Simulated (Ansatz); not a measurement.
# CH4Ge, SMILES [CH3][GeH]: energies of removing a hydrogen

Program: the Python package of Ansatz (0.2.0).

`ch4ge.xyz`
```text
6

C    -0.07170   -0.45740   -0.41960
Ge    0.73590    0.29770    1.15970
H    -1.24840   -0.46720   -0.27980
H     0.34900   -1.41680   -0.64550
H     0.09190    0.24540   -1.31170
H     0.18540    1.73430    1.45060
```

`bde_ch4ge.py`:
```python
'''Cost of removing each kind of hydrogen from CH4Ge, fragments frozen.'''

import ansatz as az


def total_energy(molecule, charge=0, unpaired=0):
    calc = (
        molecule.calculation()
        .basis(gaussian='6-31G*')
        .functional('b3lyp', dispersion='d4')
        .accuracy('medium')
    )
    if charge:
        calc = calc.charge(charge)
    if unpaired:
        calc = calc.spin('collinear', total=unpaired)
    report = calc.run().report
    if report['published_state_doubts']:
        print('  doubts:', report['published_state_doubts'])
    return report['free_energy_ev']

def without(molecule, index):
    rest = az.Crystal.molecule()
    for i, site in enumerate(molecule.cartesian_sites):
        if i != index:
            rest = rest.atom(site.symbol, site.position_ang)
    return rest

mol = az.Crystal.molecule_from_extxyz('ch4ge.xyz')

whole = total_energy(mol, 0)
hydrogen = total_energy(az.Crystal.molecule().atom('H', (0, 0, 0)), 0, 1)
print(f'E(molecule) = {whole:.5f} eV, E(H) = {hydrogen:.5f} eV')
for index in [4, 5]:
    radical = total_energy(without(mol, index), 0, 1)
    print(f'H{index}: homolysis {23.060548 * (radical + hydrogen - whole):.1f} kcal/mol')
    anion = total_energy(without(mol, index), -1)
    print(f'H{index}: loss of a proton {23.060548 * (anion - whole):.1f} kcal/mol')
```

Running `python bde_ch4ge.py` prints:
```text
E(molecule) = -57612.70844 eV, E(H) = -13.61312 eV
H4: homolysis 98.0 kcal/mol
H4: loss of a proton 384.6 kcal/mol
H5: homolysis 67.3 kcal/mol
H5: loss of a proton 392.1 kcal/mol
```

What to keep in mind:
- These settings explore the input space; basis and method may be short of convergence.
- The geometry is a force-field or estimated start, not a minimum of this method, and the basis set is short of its limit. All parts are taken at fixed geometry, without zero-point energy.
- The expectation value of S² is noticeably off S(S+1) in at least one run, so that state is spin-contaminated.
- b3lyp holds the VWN-RPA fit, as in Gaussian; the form of ORCA and Turbomole is b3lyp5.
- Anions want diffuse functions, which this basis lacks.
- Run time: 12 s on 1 thread of Arm Neoverse V2, on a shared host, peak memory 0.2 GiB.

(Lines on the test bed's own set-up are left out of the output.)
